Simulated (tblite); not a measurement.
# H9O3Si4: the cost of one run

Computed with tblite 0.8.0 and PySCF 2.14.0; each step states its level. No surroundings beyond the atoms listed, unless a continuum is named. Atoms count from 0, parts from 1.

## 1. The system as given

16 atoms, charge 0, multiplicity 2; geometry: distance geometry start.

## 2. Relaxing the cluster with GFN2-xTB

Job settings and geometry (Å):

```
{"job": {"kind": "relax", "xc": "GFN2-xTB", "basis": "xTB"}, "charge": 0, "multiplicity": 2}
Si     0.012706     0.160922     0.202560
O      1.548062    -0.369289    -0.092332
Si     2.799630    -1.070452     0.692114
O     -0.968374    -1.086890     0.614356
Si    -2.499245    -1.347819     1.220622
O     -0.603988     0.950177    -1.114539
Si    -0.317155     2.336486    -1.950460
H      3.223258    -0.153644     1.810556
H      2.424381    -2.368781     1.263322
H      3.960404    -1.227192    -0.239560
H     -2.709779    -2.778820     1.445672
H     -3.508186    -0.802102     0.270684
H     -2.607836    -0.642886     2.527651
H      1.032418     2.338136    -2.553470
H     -0.401145     3.511367    -1.026841
H     -1.343885     2.509411    -3.021047
```

Method: GFN2-xTB geometry optimisation, gas phase.

Launch:

```bash
OMP_NUM_THREADS=1 python cluster_run.py task.json out
```

This one command runs all jobs of the session in turn.

**Question.** How long does this first job take on 1 thread of Intel Xeon Platinum 8375C at 2.90GHz, shared host?

About 6.9 s.
